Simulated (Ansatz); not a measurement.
## CH4BClO, SMILES CB(O)Cl: a single point in a Gaussian basis, step by step

Computed with Ansatz's Python interface.

Typed at the interpreter:
```pycon
>>> from pathlib import Path
>>> import ansatz as az
>>> geometry_ang = [
...     ("C", (-0.1623, 0.9059, 0.1378)),
...     ("B", (-0.148, -0.597, -0.2347)),
...     ("O", (0.3195, -1.5498, 0.7371)),
...     ("Cl", (-0.6341, -1.1781, -1.89)),
...     ("H", (-0.6137, 1.5169, -0.751)),
...     ("H", (0.8085, 1.3343, 0.3623)),
...     ("H", (-0.8426, 1.0989, 1.0106)),
...     ("H", (1.3648, -1.5881, 0.5722)),
... ]
>>> mol = az.Crystal.molecule()
>>> for symbol, xyz in geometry_ang:
...     mol = mol.atom(symbol, xyz)
...
>>> calc = (
...     mol.calculation()
...     .basis(gaussian="aug-cc-pVDZ")
...     .functional("b3lyp")
...     .scf(lower_state_search="light")
...     .orbitals()
... )
>>> out = calc.run(threads=1, runs_dir="out")

>>> data = out.report
>>> sorted(key for key in data if key.endswith("_ev"))
['free_energy_ev', 'reference_energy_ev']
>>> print(f"E = {data['free_energy_ev']:.6f} eV = {data['free_energy_ev'] / 27.211386246:.7f} Ha")
E = -16351.547526 eV = -600.9082881 Ha
>>> print("converged:", data["converged"], " doubts:", data["published_state_doubts"] or "none")
converged: True  doubts: none
>>> field = data["mean_field"]
>>> print("<S^2> =", round(abs(field["state"]["spin_squared"]), 4), " all-electron relativity setting:", field["relativity"])
<S^2> = 0.0  all-electron relativity setting: none
>>> print("passes:", field["passes"])
passes: {'evaluations': 15, 'products': 15}
>>> if "symmetry" in field:
...     print("occupied orbitals by irrep:", field["symmetry"]["occupied"])
...
occupied orbitals by irrep: [{'A': 20}, {'A': 20}]
>>> lines = Path(data["orbitals_path"]).read_text().splitlines()
>>> field_of = lambda key: [line.split("=")[1].strip() for line in lines if line.startswith(key)]
>>> orbitals = [(27.211386 * float(e), s, float(n)) for e, s, n in zip(field_of("Ene="), field_of("Spin="), field_of("Occup="))]
>>> homo = max(e for e, _, n in orbitals if n > 0.5)
>>> lumo = min(e for e, _, n in orbitals if n < 0.5)
>>> for e, spin, n in sorted(orbitals):
...     if homo - 6 < e < lumo + 5:
...         print(f"{spin:6s} {e:10.3f} eV  occupation {n:.0f}")
...
Alpha     -12.733 eV  occupation 2
Alpha     -11.847 eV  occupation 2
Alpha     -11.396 eV  occupation 2
Alpha     -10.996 eV  occupation 2
Alpha     -10.275 eV  occupation 2
Alpha      -9.252 eV  occupation 2
Alpha      -8.657 eV  occupation 2
Alpha      -8.376 eV  occupation 2
Alpha      -1.263 eV  occupation 0
Alpha      -0.793 eV  occupation 0
Alpha       0.081 eV  occupation 0
Alpha       0.456 eV  occupation 0
Alpha       0.567 eV  occupation 0
Alpha       0.925 eV  occupation 0
Alpha       1.128 eV  occupation 0
Alpha       1.371 eV  occupation 0
Alpha       1.590 eV  occupation 0
Alpha       1.884 eV  occupation 0
Alpha       2.175 eV  occupation 0
Alpha       2.693 eV  occupation 0
Alpha       2.830 eV  occupation 0
Alpha       3.115 eV  occupation 0
Alpha       3.146 eV  occupation 0
Alpha       3.397 eV  occupation 0
Alpha       3.639 eV  occupation 0
Alpha       3.651 eV  occupation 0
```

The settings weren't tested for convergence. The geometry is a force-field or estimated start, not a minimum of this method, and the basis set is short of its limit. Alpha marks a spatial orbital of a restricted run, filled by both spins. b3lyp holds the VWN-RPA fit, as in Gaussian; the form of ORCA and Turbomole is b3lyp5. Levels such as HOMO and LUMO are orbital energies: with these approximate functionals they aren't the ionisation energy and electron affinity, and their gap isn't the fundamental gap. The whole script took 2.7 s on 1 thread of Intel(R) Xeon(R) 6975P-C (Granite Rapids) (shared host), peak memory 0.32 GiB.

(Lines on the test bed's own set-up are left out of the output.)
